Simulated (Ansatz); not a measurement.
# C8H4Sn: ionisation energy by level of theory

Aim: the vertical ionisation energy of C8H4Sn, as cation minus neutral at the neutral's geometry, on several levels, and how well −ε(HOMO) stands in for it.

Computed with Ansatz 0.2.0, Gaussian basis. Level: unrestricted cation, the program's frozen cores in correlated methods.

Levels to be run: UKS PBE-D4/def2-TZVPP; UKS r2SCAN-D4/def2-TZVPP; UKS PBE0-D4/def2-TZVPP; UKS B3LYP-D4/def2-TZVPP; UKS wB97X-V/def2-TZVPP; UKS wB97M-V/def2-TZVPP; UKS B2PLYP/def2-TZVPP; UHF-CCSD(T)/def2-TZVPP; UHF-MP2/def2-QZVPP; extrapolation to the limit; then −ε(HOMO) from the neutral's earlier runs with LDA (SPW92), PBE-D4, revPBE-D4, BLYP-D4, r2SCAN-D4, B97M-V, PBE0-D4, B3LYP-D4, r2SCANh-D4, r2SCAN0-D4, HSE06-D4, BHLYP-D4, CAM-B3LYP-D4, LC-ωPBE, ωB97X-V, ωB97M-V.

## Step 1: The geometry

The geometry comes from an earlier relaxation with PBE0-D4/def2-TZVP; it is a stationary point, not always the lowest conformer. Sn takes the def2 core potential; no spin-orbit term is included.

SMILES `C#[C][Sn]([C]#C)([C]#C)[C]#C`, 13 atoms, charge 0, spin multiplicity 1.

Atoms are counted from 1 here; the program's logs count them from 0.

Bond lengths: C1–C2 1.205 Å, C1–H10 1.066 Å, C2–Sn3 2.066 Å, Sn3–C4 2.066 Å, Sn3–C6 2.066 Å, Sn3–C8 2.066 Å, C4–C5 1.205 Å, C5–H11 1.066 Å, C6–C7 1.205 Å, C7–H12 1.066 Å, C8–C9 1.205 Å, C9–H13 1.066 Å. Angles: C2–C1–H10 180.0°, C1–C2–Sn3 179.9°, C2–Sn3–C4 109.5°, C2–Sn3–C6 109.5°, C2–Sn3–C8 109.5°, C4–Sn3–C6 109.5°, C4–Sn3–C8 109.5°, C6–Sn3–C8 109.5°, Sn3–C4–C5 179.9°, C4–C5–H11 180.0°, Sn3–C6–C7 180.0°, C6–C7–H12 180.0°, Sn3–C8–C9 179.9°, C8–C9–H13 180.0°.

## Step 2: Cation, UKS PBE-D4/def2-TZVPP

in.yaml

```yaml
crystal:
  periodic: [false, false, false]
  atoms:
    - {symbol: C, position_ang: [3.080092, 0.289083, -1.067045]}
    - {symbol: C, position_ang: [1.946220, 0.180818, -0.674523]}
    - {symbol: Sn, position_ang: [0.002535, -0.002959, 0.000095]}
    - {symbol: C, position_ang: [-1.128984, -0.990121, -1.418351]}
    - {symbol: C, position_ang: [-1.790790, -1.566479, -2.243751]}
    - {symbol: C, position_ang: [-0.791955, 1.875061, 0.329729]}
    - {symbol: C, position_ang: [-1.255236, 2.970322, 0.522681]}
    - {symbol: C, position_ang: [-0.015793, -1.077388, 1.764207]}
    - {symbol: C, position_ang: [-0.028465, -1.703461, 2.793445]}
    - {symbol: H, position_ang: [4.083493, 0.385258, -1.414664]}
    - {symbol: H, position_ang: [-2.375999, -2.076647, -2.974613]}
    - {symbol: H, position_ang: [-1.665325, 3.939658, 0.693308]}
    - {symbol: H, position_ang: [-0.039392, -2.257843, 3.704181]}
basis:
  gaussian: {orbitals: def2-TZVPP}
total_charge: 1
magnetization: {spin_polarized: true, initial_magnetization: 1}
hamiltonian: {xc: pbe, dispersion: d4}
```

Run with:

```console
$ ansatz run in.yaml --threads 2 --pin off --events-out ev --progress --plain --max-ram 22528MiB --backend cuda --devices 0, --max-vram 18GiB
```

Further steps of the session: Cation, UKS r2SCAN-D4/def2-TZVPP; Cation, UKS PBE0-D4/def2-TZVPP; Cation, UKS B3LYP-D4/def2-TZVPP; Cation, UKS wB97X-V/def2-TZVPP; Cation, UKS wB97M-V/def2-TZVPP; Cation, UKS B2PLYP (frozen core)/def2-TZVPP; Cation, UHF-CCSD(T)/def2-TZVPP; Cation, UHF-MP2/def2-QZVPP.

Q: Predict the results of all the runs planned. Wanted: ionisation energy, CCSD(T)/CBS; nearest functional by difference; nearest −ε(HOMO); −ε(HOMO) of PBE; T1 of the cation.

As calculated:

```
                        quantity               value
  ionisation energy, CCSD(T)/CBS            10.91 eV
nearest functional by difference  ωB97X-V (-0.27 eV)
                nearest −ε(HOMO)  ωB97X-V (-0.16 eV)
                 −ε(HOMO) of PBE             7.13 eV
                T1 of the cation               0.019
```

In words: By cation minus neutral, the functionals miss by 1.55 eV at most. −ε(HOMO) of PBE misses by 3.8 eV, since self-interaction lifts the level. Among orbital estimates ωB97X-V comes nearest. Hartree-Fock falls 1.67 eV short, as the neutral has more correlation energy than the cation. Correlated methods include outer-core shells of Sn, which these sets cover unevenly. In point group Td the highest level is often degenerate; the cation then breaks the symmetry, and the runs may pick different components. With outer-core shells in play the reference is unsure by up to some tenths of an eV, so close misses can't be ranked.
